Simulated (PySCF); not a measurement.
# C₄H₅FOS: a tour of settings

Aim: see how C₄H₅FOS (`C=C(F)SCC=O`) answers to the choice of functional, basis, grid and SCF options.

Computed with PySCF 2.14.0, with density-fitted response routines of our own, on a single molecule in the gas phase. Atoms count from 0, in the outputs and in this text.

## (1) Starting geometry

12 atoms, charge 0, multiplicity 1; geometry from: GFN2-xTB.

Bonds of the start (Å): C0–C1 1.32, C1–F2 1.34, C1–S3 1.77, S3–C4 1.82, C4–C5 1.50, C5–O6 1.20, C0–H7 1.08, C0–H8 1.07, C4–H9 1.09, C4–H10 1.09, C5–H11 1.10.

## (2) Nuclear shieldings: PBE0/pcSseg-1

What the job is given:

```
{"job": {"kind": "nmr", "xc": "PBE0", "basis": "pcSseg-1"}, "charge": 0, "multiplicity": 1}
C      1.473495    -0.841827    -0.531128
C      1.529718     0.463742    -0.342354
F      2.699696     1.118810    -0.419209
S      0.239198     1.619921     0.008033
C     -1.257996     0.594919    -0.178696
C     -1.416489    -0.293685     1.020929
O     -1.505564    -1.486002     0.976043
H      2.377287    -1.380163    -0.755350
H      0.565983    -1.405964    -0.455689
H     -2.076182     1.315596    -0.214305
H     -1.208050     0.032344    -1.110394
H     -1.419898     0.261623     1.976094
```

With the program's defaults for keys left out, this is: GIAO PBE0/pcSseg-1 NMR shielding, non-relativistic, gas phase.

Launch:

```bash
> OMP_NUM_THREADS=1 python probes_run.py task.json out
```

One launch serves the whole session: the jobs run in the order shown.

The log of the run:

```text
coarse grid: 11240 points
cycle   1  E = -727.8764754112  dE =  1.070e+00  |g| = 8.797e-01  |ddm| = 3.213e+00
cycle   2  E = -727.3866417217  dE =  4.898e-01  |g| = 1.794e+00  |ddm| = 2.197e+00
cycle   3  E = -728.0241759952  dE = -6.375e-01  |g| = 1.714e-01  |ddm| = 1.745e+00
cycle   4  E = -728.0285656995  dE = -4.390e-03  |g| = 9.178e-02  |ddm| = 1.707e-01
cycle   5  E = -728.0298961018  dE = -1.330e-03  |g| = 2.295e-02  |ddm| = 6.714e-02
cycle   6  E = -728.0300280817  dE = -1.320e-04  |g| = 7.637e-03  |ddm| = 2.813e-02
cycle   7  E = -728.0300385156  dE = -1.043e-05  |g| = 2.642e-03  |ddm| = 6.817e-03
cycle   8  E = -728.0300398419  dE = -1.326e-06  |g| = 6.380e-04  |ddm| = 2.267e-03
final grid: 106256 points
cycle   9  E = -728.0923690105  dE = -1.742e-05  |g| = 1.275e-02  |ddm| = 2.541e-02
cycle  10  E = -728.0922963178  dE =  7.269e-05  |g| = 2.335e-02  |ddm| = 2.364e-02
cycle  11  E = -728.0924006042  dE = -1.043e-04  |g| = 2.467e-03  |ddm| = 1.580e-02
cycle  12  E = -728.0924018826  dE = -1.278e-06  |g| = 3.261e-04  |ddm| = 2.221e-03
cycle  13  E = -728.0924019022  dE = -1.959e-08  |g| = 1.724e-04  |ddm| = 4.802e-04
cycle  14  E = -728.0924019072  dE = -4.986e-09  |g| = 4.099e-05  |ddm| = 1.468e-04
cycle  15  E = -728.0924019076  dE = -3.774e-10  |g| = 1.373e-05  |ddm| = 5.097e-05
converged SCF energy = -728.0924019076

GIAO shielding tensors (ppm)
atom      isotropic    diamagn.    paramagn.     s11        s22        s33       span
  0 C       93.441     259.176    -165.735     -2.831    116.510    166.645    169.475
  1 C       13.700     255.202    -241.502    -82.784     56.833     67.050    149.834
  2 F      254.719     472.255    -217.536    169.102    283.031    312.022    142.920
  3 S      482.261    1056.213    -573.952    351.838    402.261    692.685    340.847
  4 C      140.325     256.275    -115.950    129.328    135.214    156.434     27.105
  5 C      -10.929     248.565    -259.493   -100.766    -18.488     86.469    187.235
  6 O     -357.457     399.522    -756.980   -958.383   -454.254    340.265   1298.648
  7 H       26.632      28.953      -2.321     23.866     24.544     31.486      7.620
  8 H       27.181      33.803      -6.621     23.730     26.543     31.271      7.541
  9 H       28.560      29.931      -1.372     24.327     26.133     35.219     10.892
 10 H       28.544      32.006      -3.462     25.156     27.196     33.280      8.124
 11 H       22.192      28.222      -6.030     19.972     20.585     26.019      6.047
```

Wall time 35 s (1 thread of Arm Neoverse N1, shared host); peak memory 0.71 GiB.

Shifts follow as δ = σ(reference) − σ, with reference shieldings (ppm) from runs at the same level and on the same kind of geometry: ¹H TMS 31.72, ¹³C TMS 186.9, ¹⁹F CFCl3 170.9, ¹⁷O H2O 336.1, ³³S CS2 504. The references are single molecules in the gas phase, so shifts against H2O, NH3, PH3, H3PO4 or CFCl3 are not on the usual liquid scales and can be off by tens of ppm. Atoms listed in one row are averaged.

| atoms | environment | σ (ppm) | δ (ppm) | δ scaled to CDCl3 |
| --- | --- | --- | --- | --- |
| C5 | aldehyde carbonyl carbon | -10.9 | 197.9 | 191.2 |
| C1 | fully substituted alkene carbon | 13.7 | 173.2 | 162.7 |
| C0 | terminal =CH2 carbon | 93.4 | 93.5 | 89.3 |
| C4 | sp3 CH2 bonded to S, α to a carbonyl | 140.3 | 46.6 | 39.2 |
| H11 | hydrogen on an aldehyde carbonyl carbon | 22.19 | 9.53 | 9.09 |
| H7 | hydrogen on a terminal =CH2 carbon | 26.63 | 5.08 | 4.90 |
| H8 | hydrogen on a terminal =CH2 carbon | 27.18 | 4.54 | 4.38 |
| H9, H10 | hydrogen on an sp3 CH2 bonded to S, α to a carbonyl | 28.55 | 3.17 | 3.09 |
| F2 | vinylic fluorine | 254.7 | -83.8 | – |
| S3 | sulfide sulfur | 482 | 21 | – |
| O6 | aldehyde oxygen | -357.5 | 693.5 | – |

The scaled column applies a straight-line fit of computed shieldings to shifts measured in CDCl3, with any fitted terms for Cl, Br or S neighbours, and one for carbons that bear F (root-mean-square error 0.16 ppm for H, 1.9 ppm for C).

Charges from the same density, by scheme (e):

| atoms | Mulliken | IAO | Hirshfeld | ESP fit |
| --- | --- | --- | --- | --- |
| C0 | -0.21 | -0.41 | -0.15 | -0.55 |
| C1 | 0.10 | 0.18 | 0.06 | 0.23 |
| F2 | -0.26 | -0.26 | -0.08 | -0.11 |
| S3 | 0.07 | 0.17 | 0.04 | -0.12 |
| C4 | -0.39 | -0.40 | -0.07 | -0.35 |
| C5 | 0.26 | 0.26 | 0.13 | 0.48 |
| O6 | -0.34 | -0.37 | -0.20 | -0.44 |

Mayer bond orders: C0–C1 1.86, C1–F2 0.94, C1–S3 1.01, S3–C4 1.00, C4–C5 0.94, C5–O6 2.01.

The fields below are evaluated on a grid from the run's orbitals.

Frontier orbitals at PBE0/pcSseg-1, with the share of their density that lies nearest to each atom:

| orbital | energy (eV) | lies on |
| --- | --- | --- |
| HOMO | -6.99 | S3 43 %; C0 26 %; C1 11 % |
| LUMO | -1.37 | C5 39 %; O6 30 %; S3 11 % |

ELF in a plane through or near 5 of the atoms.

Values, 10 rows by 14 columns:
```
0.00 0.00 0.00 0.00 0.00 0.00 0.00 0.00 0.00 0.00 0.00 0.00 0.00 0.00
0.00 0.00 0.00 0.00 0.00 0.00 0.00 0.00 0.03 0.06 0.01 0.00 0.00 0.00
0.00 0.00 0.00 0.03 0.03 0.03 0.01 0.04 0.63 0.83 0.50 0.02 0.00 0.00
0.00 0.00 0.42 0.95 0.72 0.53 0.48 0.05 0.72 0.54 0.57 0.08 0.00 0.00
0.00 0.00 0.24 0.81 0.67 0.71 0.28 0.03 0.53 0.47 0.53 0.06 0.00 0.00
0.00 0.00 0.04 0.11 0.36 0.66 0.32 0.14 0.55 0.59 0.29 0.02 0.00 0.00
0.00 0.00 0.49 0.84 0.77 0.58 0.74 0.29 0.49 0.15 0.06 0.00 0.00 0.00
0.00 0.00 0.19 0.78 0.80 0.08 0.42 0.28 0.56 0.03 0.02 0.00 0.00 0.00
0.00 0.00 0.00 0.03 0.01 0.12 0.72 0.81 0.30 0.01 0.00 0.00 0.00 0.00
0.00 0.00 0.00 0.00 0.00 0.01 0.07 0.09 0.01 0.00 0.00 0.00 0.00 0.00
```
The map spans 10.5 Å across and 8.6 Å up, centred on the molecule. Atoms in the plane (x, y in Å): C1 (-1.5, -0.6), F2 (-2.6, -1.3), S3 (-0.1, -1.6), C5 (1.6, 0.5), O6 (1.6, 1.7).

On the surface of density 0.002 e/bohr³ the electrostatic potential runs, from the 1st to the 99th percentile, from -1.26 V near O6 to 1.65 V near H9.

## (3) Ultraviolet spectrum: PBE0/def2-SVPD

Same as in step 2 but for these lines:

```diff
@@ -1,2 +1,2 @@
-{"job": {"kind": "nmr", "xc": "PBE0", "basis": "pcSseg-1"}, "charge": 0, "multiplicity": 1}
+{"job": {"kind": "uv", "xc": "PBE0", "basis": "def2-SVPD", "nstates": 6, "ntriplets": 2}, "charge": 0, "multiplicity": 1}
 C      1.473495    -0.841827    -0.531128
```

Method: TDDFT PBE0/def2-SVPD, vertical, gas phase, core orbitals frozen in the response.

The log of the run:

```text
coarse grid: 11240 points
cycle   1  E = -727.5641169738  dE =  1.013e+00  |g| = 8.341e-01  |ddm| = 4.890e+00
cycle   2  E = -727.0772809765  dE =  4.868e-01  |g| = 1.750e+00  |ddm| = 2.778e+00
cycle   3  E = -727.7047382085  dE = -6.275e-01  |g| = 1.569e-01  |ddm| = 2.021e+00
cycle   4  E = -727.7084324244  dE = -3.694e-03  |g| = 8.727e-02  |ddm| = 2.475e-01
cycle   5  E = -727.7097582030  dE = -1.326e-03  |g| = 2.163e-02  |ddm| = 1.158e-01
cycle   6  E = -727.7098831710  dE = -1.250e-04  |g| = 7.024e-03  |ddm| = 4.686e-02
cycle   7  E = -727.7098925244  dE = -9.353e-06  |g| = 2.406e-03  |ddm| = 9.616e-03
final grid: 106256 points
cycle   8  E = -727.7991793548  dE = -1.901e-05  |g| = 1.237e-02  |ddm| = 1.028e-01
cycle   9  E = -727.7991021678  dE =  7.719e-05  |g| = 2.336e-02  |ddm| = 3.441e-02
cycle  10  E = -727.7992102652  dE = -1.081e-04  |g| = 2.295e-03  |ddm| = 2.212e-02
cycle  11  E = -727.7992115045  dE = -1.239e-06  |g| = 2.820e-04  |ddm| = 3.662e-03
cycle  12  E = -727.7992115257  dE = -2.114e-08  |g| = 1.049e-04  |ddm| = 1.003e-03
cycle  13  E = -727.7992115279  dE = -2.245e-09  |g| = 4.219e-05  |ddm| = 2.470e-04
cycle  14  E = -727.7992115282  dE = -3.135e-10  |g| = 8.623e-06  |ddm| = 6.282e-05
converged SCF energy = -727.7992115282

Static polarisability (au): isotropic 72.294, principal 55.459 77.965 83.457

Singlet excitations
state   eV       nm        f      main configurations
  1   4.1107    301.6   0.00619   H->L 0.61, H-1->L 0.36
  2   4.5220    274.2   0.00208   H-1->L 0.59, H->L 0.37
  3   5.5588    223.0   0.01042   H->L+2 0.47, H->L+1 0.46
  4   6.1659    201.1   0.18466   H->L+1 0.45, H->L+2 0.44
  5   6.4658    191.8   0.01655   H-2->L 0.93
  6   6.5858    188.3   0.02029   H->L+3 0.90

Triplet excitations (Tamm-Dancoff, eV): 3.5505 4.1528
```

It took 49 s on 1 thread of Arm Neoverse N1, shared host; peak memory 0.79 GiB.

The orbitals next to the gap, with their largest atomic shares:

| orbital | eV | atoms |
| --- | --- | --- |
| HOMO−3 | -10.11 | S3 53 %, C1 11 %, C4 11 % |
| HOMO−2 | -9.19 | S3 32 %, C1 22 %, F2 16 % |
| HOMO−1 | -8.12 | O6 55 %, C5 14 %, C4 10 % |
| HOMO | -7.00 | S3 39 %, C0 24 %, C1 18 % |
| LUMO | -1.50 | C5 37 %, O6 33 %, S3 12 % |
| LUMO+1 | -0.14 | C1 26 %, S3 22 %, C0 22 % |
| LUMO+2 | 0.09 | S3 42 %, C1 15 %, C0 11 % |

With each of the 6 states as a Gaussian band of 0.4 eV half-width at 1/e, the curve within the window shown has maxima at 298 nm (ε 280), 200 nm (ε 8,200) L/(mol cm). Beyond the last state computed it falls off for lack of states. The curve at chosen wavelengths:

nm, ε (L/mol/cm) and a bar:
```
      180        984 ####
      187       3348 ############
      194       6774 #########################
      201       8176 ##############################
      208       6084 ######################
      215       3107 ###########
      222       1324 #####
      228        655 ##
      235        309 #
      242        146 
      249         78 
      256         70 
      263         98 
      270        142 
      277        193 #
      284        240 #
      291        273 #
      298        284 #
      305        270 #
      311        241 #
      318        196 #
      325        148 
      332        105 
      339         70 
      346         44 
      353         27
```

Leading natural transition orbitals of singlet state 4: the hole lies on S3 56 %; C0 17 %; the particle on C1 31 %; C0 17 %; S3 12 %.

Leading natural transition orbitals of singlet state 1: the hole lies on O6 36 %; S3 24 %; C0 10 %; the particle on C5 41 %; O6 30 %; S3 9 %.

Ground-state properties from the same run:

| property | computed |
| --- | --- |
| dipole moment (D) | 1.95 |
| polarisability (Å³) | 10.71 |
| HOMO–LUMO gap (eV) | 5.50 |
| −ε(HOMO) (eV) | 7.00 |

## (4) TDDFT and polarisability: LC-wPBE/6-311G**

Same as in step 3 but for these lines:

```diff
@@ -1,2 +1,2 @@
-{"job": {"kind": "uv", "xc": "PBE0", "basis": "def2-SVPD", "nstates": 6, "ntriplets": 2}, "charge": 0, "multiplicity": 1}
+{"job": {"kind": "uv", "xc": "LC-wPBE", "basis": "6-311G**", "nstates": 25, "ntriplets": 0, "tda": true}, "charge": 0, "multiplicity": 1}
 C      1.473495    -0.841827    -0.531128
```

Method: TDA LC-wPBE/6-311G**, vertical, gas phase, core orbitals frozen in the response.

The log of the run:

```text
coarse grid: 11240 points
cycle   1  E = -728.1794945212  dE =  1.315e+00  |g| = 1.042e+00  |ddm| = 2.868e+00
cycle   2  E = -728.0401419614  dE =  1.394e-01  |g| = 1.450e+00  |ddm| = 1.490e+00
cycle   3  E = -728.3969565726  dE = -3.568e-01  |g| = 9.827e-02  |ddm| = 9.038e-01
cycle   4  E = -728.3985146540  dE = -1.558e-03  |g| = 6.565e-02  |ddm| = 1.022e-01
cycle   5  E = -728.3993399827  dE = -8.253e-04  |g| = 1.374e-02  |ddm| = 5.059e-02
cycle   6  E = -728.3994030968  dE = -6.311e-05  |g| = 4.934e-03  |ddm| = 2.329e-02
cycle   7  E = -728.3994110207  dE = -7.924e-06  |g| = 1.805e-03  |ddm| = 7.863e-03
final grid: 106256 points
cycle   8  E = -728.4091059050  dE = -7.944e-05  |g| = 1.235e-02  |ddm| = 2.322e-02
cycle   9  E = -728.4091046943  dE =  1.211e-06  |g| = 1.150e-02  |ddm| = 1.112e-02
cycle  10  E = -728.4091225157  dE = -1.782e-05  |g| = 1.783e-03  |ddm| = 6.361e-03
cycle  11  E = -728.4091229713  dE = -4.557e-07  |g| = 4.578e-04  |ddm| = 1.069e-03
cycle  12  E = -728.4091230126  dE = -4.131e-08  |g| = 2.006e-04  |ddm| = 5.257e-04
cycle  13  E = -728.4091230226  dE = -9.984e-09  |g| = 5.943e-05  |ddm| = 1.984e-04
cycle  14  E = -728.4091230238  dE = -1.220e-09  |g| = 1.591e-05  |ddm| = 1.067e-04
cycle  15  E = -728.4091230240  dE = -1.328e-10  |g| = 4.801e-06  |ddm| = 3.849e-05
converged SCF energy = -728.4091230240

Static polarisability (au): isotropic 60.268, principal 41.226 64.733 74.844

Singlet excitations
state   eV       nm        f      main configurations
  1   4.3110    287.6   0.00113   H-1->L 0.78, H->L 0.12
  2   5.6195    220.6   0.00293   H->L 0.53, H->L+2 0.16, H->L+1 0.12
  3   6.5277    189.9   0.01256   H->L+1 0.32, H->L 0.29, H->L+2 0.24
  4   7.1676    173.0   0.28628   H->L+1 0.45, H->L+2 0.42
  5   7.8412    158.1   0.03869   H->L+3 0.59, H->L+4 0.17
  6   8.0067    154.9   0.01194   H-2->L 0.33, H-2->L+1 0.10, H-2->L+2 0.10
  7   8.4647    146.5   0.01958   H-1->L+1 0.33, H-2->L 0.25
  8   8.6248    143.8   0.00786   H->L+3 0.17, H-2->L 0.15, H-1->L+1 0.13
  9   8.6355    143.6   0.08326   H-3->L 0.49
 10   8.7582    141.6   0.01303   H->L+4 0.27, H->L+5 0.18, H-1->L+1 0.17
 11   8.9102    139.1   0.04402   H->L+5 0.37, H-1->L+2 0.13, H-2->L+2 0.09
 12   9.0063    137.7   0.03171   H-1->L+2 0.20, H-3->L+1 0.14, H-2->L+1 0.14
 13   9.0614    136.8   0.07857   H-2->L+1 0.32, H-3->L+2 0.16, H-2->L+2 0.12
 14   9.3036    133.3   0.06955   H-1->L+2 0.26, H-3->L+1 0.20, H-1->L+4 0.09
 15   9.4257    131.5   0.01244   H->L+7 0.37, H-2->L+2 0.14, H->L+6 0.08
 16   9.5301    130.1   0.08150   H-1->L+3 0.39, H-6->L 0.11
 17   9.5959    129.2   0.02126   H->L+6 0.13, H-1->L+4 0.12, H-1->L+1 0.12
 18   9.6827    128.0   0.05291   H-6->L 0.15, H-1->L+3 0.15, H-3->L+2 0.10
 19   9.8036    126.5   0.12499   H-4->L 0.35, H->L+6 0.13, H-1->L+4 0.09
 20   9.9728    124.3   0.14002   H-1->L+4 0.24, H-4->L 0.22
 21  10.0076    123.9   0.02413   H-1->L+5 0.56
 22  10.1113    122.6   0.05508   H-5->L+1 0.20
 23  10.1783    121.8   0.00075   H-2->L+3 0.21, H-5->L+1 0.12, H-2->L+4 0.10
 24  10.2534    120.9   0.06355   H-3->L+2 0.25, H-5->L+1 0.10
 25  10.3355    120.0   0.03027   H->L+8 0.21, H-8->L 0.11, H-10->L 0.08
```

Wall time 53 s (1 thread of Arm Neoverse N1, shared host); peak memory 0.72 GiB.

This run: HOMO -9.53 eV, LUMO 1.22 eV; lowest singlet 4.31 eV.

## (5) TDDFT and polarisability: PBE0/def2-SVPD

Same as in step 4 but for these lines:

```diff
@@ -1,2 +1,2 @@
-{"job": {"kind": "uv", "xc": "LC-wPBE", "basis": "6-311G**", "nstates": 25, "ntriplets": 0, "tda": true}, "charge": 0, "multiplicity": 1}
+{"job": {"kind": "uv", "xc": "PBE0", "basis": "def2-SVPD", "nstates": 1, "ntriplets": 0, "tda": true}, "charge": 0, "multiplicity": 1}
 C      1.473495    -0.841827    -0.531128
```

Method: TDA PBE0/def2-SVPD, vertical, gas phase, core orbitals frozen in the response.

The log of the run:

```text
coarse grid: 11240 points
cycle   1  E = -727.5641169738  dE =  1.013e+00  |g| = 8.341e-01  |ddm| = 4.890e+00
cycle   2  E = -727.0772809765  dE =  4.868e-01  |g| = 1.750e+00  |ddm| = 2.778e+00
cycle   3  E = -727.7047382085  dE = -6.275e-01  |g| = 1.569e-01  |ddm| = 2.021e+00
cycle   4  E = -727.7084324244  dE = -3.694e-03  |g| = 8.727e-02  |ddm| = 2.475e-01
cycle   5  E = -727.7097582030  dE = -1.326e-03  |g| = 2.163e-02  |ddm| = 1.158e-01
cycle   6  E = -727.7098831710  dE = -1.250e-04  |g| = 7.024e-03  |ddm| = 4.686e-02
cycle   7  E = -727.7098925244  dE = -9.353e-06  |g| = 2.406e-03  |ddm| = 9.616e-03
final grid: 106256 points
cycle   8  E = -727.7991793548  dE = -1.901e-05  |g| = 1.237e-02  |ddm| = 1.028e-01
cycle   9  E = -727.7991021678  dE =  7.719e-05  |g| = 2.336e-02  |ddm| = 3.441e-02
cycle  10  E = -727.7992102652  dE = -1.081e-04  |g| = 2.295e-03  |ddm| = 2.212e-02
cycle  11  E = -727.7992115045  dE = -1.239e-06  |g| = 2.820e-04  |ddm| = 3.662e-03
cycle  12  E = -727.7992115257  dE = -2.114e-08  |g| = 1.049e-04  |ddm| = 1.003e-03
cycle  13  E = -727.7992115279  dE = -2.245e-09  |g| = 4.219e-05  |ddm| = 2.470e-04
cycle  14  E = -727.7992115282  dE = -3.135e-10  |g| = 8.623e-06  |ddm| = 6.282e-05
converged SCF energy = -727.7992115282

Static polarisability (au): isotropic 72.294, principal 55.459 77.965 83.457

Singlet excitations
state   eV       nm        f      main configurations
  1   4.1364    299.7   0.00772   H->L 0.63, H-1->L 0.34
```

Wall time 30 s (1 thread of Arm Neoverse N1, shared host); peak memory 0.79 GiB.

In short: HOMO -7.00 eV, LUMO -1.50 eV; lowest singlet 4.14 eV.

## (6) NMR shieldings: PBE0/6-311G**

Same as in step 5 but for these lines:

```diff
@@ -1,4 +1,4 @@
-{"job": {"kind": "uv", "xc": "PBE0", "basis": "def2-SVPD", "nstates": 1, "ntriplets": 0, "tda": true}, "charge": 0, "multiplicity": 1}
+{"job": {"kind": "nmr", "xc": "PBE0", "basis": "6-311G**", "pop": true, "scf": {"aux": "sto-3g", "max_cycle": 59}}, "charge": 0, "multiplicity": 1}
 C      1.473495    -0.841827    -0.531128
-C      1.529718     0.463742    -0.342354
+C      1.585941     1.769311    -0.153580
 F      2.699696     1.118810    -0.419209
```

With the program's defaults for keys left out, this is: GIAO PBE0/6-311G** NMR shielding, non-relativistic, gas phase.

The log of the run:

```text
final grid: 106256 points
cycle   1  E = -732.2814764454  dE =  9.227e-01  |g| = 7.637e-01  |ddm| = 3.894e+00
cycle   2  E = -732.1225850814  dE =  1.589e-01  |g| = 1.165e+00  |ddm| = 1.353e+00
cycle   3  E = -732.3969783510  dE = -2.744e-01  |g| = 1.976e-01  |ddm| = 1.075e+00
cycle   4  E = -732.4045425668  dE = -7.564e-03  |g| = 6.974e-02  |ddm| = 2.355e-01
cycle   5  E = -732.4053456250  dE = -8.031e-04  |g| = 4.888e-02  |ddm| = 1.736e-01
cycle   6  E = -732.4059930389  dE = -6.474e-04  |g| = 5.570e-03  |ddm| = 6.723e-02
cycle   7  E = -732.4060010712  dE = -8.032e-06  |g| = 2.718e-03  |ddm| = 1.119e-02
cycle   8  E = -732.4060025467  dE = -1.475e-06  |g| = 1.143e-03  |ddm| = 3.308e-03
cycle   9  E = -732.4060028329  dE = -2.862e-07  |g| = 2.190e-04  |ddm| = 1.537e-03
cycle  10  E = -732.4060028529  dE = -1.995e-08  |g| = 9.488e-05  |ddm| = 4.980e-04
cycle  11  E = -732.4060028561  dE = -3.258e-09  |g| = 3.294e-05  |ddm| = 1.498e-04
cycle  12  E = -732.4060028567  dE = -5.484e-10  |g| = 2.224e-05  |ddm| = 8.557e-05
converged SCF energy = -732.4060028567

GIAO shielding tensors (ppm)
atom      isotropic    diamagn.    paramagn.     s11        s22        s33       span
  0 C     -105.649     266.811    -372.461   -560.599     48.702    194.948    755.547
  1 C       28.681     256.501    -227.821   -109.294     48.969    146.368    255.662
  2 F      173.890     475.083    -301.193    -70.208    135.383    456.495    526.703
  3 S      550.888    1052.016    -501.128    505.768    555.688    591.207     85.438
  4 C      155.897     262.764    -106.867    129.526    159.181    178.983     49.457
  5 C       92.726     260.083    -167.356     12.598    125.571    140.009    127.411
  6 O     -107.822     396.315    -504.136   -491.788   -225.425    393.748    885.537
  7 H       15.439      39.113     -23.675    -19.364     32.185     33.495     52.859
  8 H       15.764      39.200     -23.436    -18.643     31.447     34.487     53.130
  9 H       32.961      35.931      -2.971     31.459     33.149     34.274      2.816
 10 H       33.680      38.530      -4.850     30.856     33.261     36.922      6.066
 11 H       27.971      34.158      -6.187     26.758     28.062     29.094      2.336
```

It took 23 s on 1 thread of Arm Neoverse N1, shared host; peak memory 0.51 GiB.

A normal end doesn't make this result sound: one atom of the first bond was moved so that the bond is 2.0 times as long; the fitting basis sto-3g is not made for Coulomb and exchange fitting here. Its HOMO lies at -5.31 eV, against -6.99 eV in step 2 (PBE0/pcSseg-1), a different level, so the two don't compare directly.

## (7) Outcome

```
                                                              quantity                                            value
                                ¹³C shifts against TMS (PBE0/pcSseg-1)                     197.9, 173.2, 93.5, 46.6 ppm
¹H shifts against TMS (PBE0/pcSseg-1, means over atoms taken as alike)                       9.53, 5.08, 4.54, 3.17 ppm
                              ¹⁹F shifts against CFCl3 (PBE0/pcSseg-1)                                        -83.8 ppm
                                ³³S shifts against CS2 (PBE0/pcSseg-1)                                           21 ppm
                                ¹⁷O shifts against H2O (PBE0/pcSseg-1)                                        693.5 ppm
                                 surface potential, 1st and 99th percentile                               -1.26 V and 1.65 V
                                       lowest singlet (PBE0/def2-SVPD)                      4.11 eV (302 nm), f = 0.006
                              brightest single state of those computed                      state 4, 6.17 eV, f = 0.185
                                                        lowest triplet                                          3.55 eV
                                         property runs in this session  5, of which 0 failed and 1 gave unsound results
```

In words: Single values in the summary come from the first run of each kind that ended normally (PBE0/pcSseg-1; PBE0/def2-SVPD), which need not be the best level. C5 (aldehyde carbonyl carbon) lies farthest downfield among carbon, at 197.9 ppm; low-lying n→π* states of the double bond to the heteroatom give a large paramagnetic term (-259 ppm). H11 (hydrogen on an aldehyde carbonyl carbon) lies farthest downfield among hydrogen, at 9.53 ppm; the formyl region, downfield of aromatic protons. At PBE0/pcSseg-1: The widest tensor belongs to O6: span 1299 ppm, with a paramagnetic part of -757 ppm. At PBE0/pcSseg-1, counted by nearest atom on the grid, the HOMO lies on S3 43 %; C0 26 %, the LUMO on C5 39 %; O6 30 %. The lowest singlet, at 4.11 eV, is HOMO→LUMO 0.61, HOMO−1→LUMO 0.36 and is weak; of the 6 states computed, the strongest absorption comes from state 4 at 6.17 eV. The lowest triplet lies 0.56 eV below the lowest singlet (triplets in Tamm-Dancoff, singlets in full TDDFT).
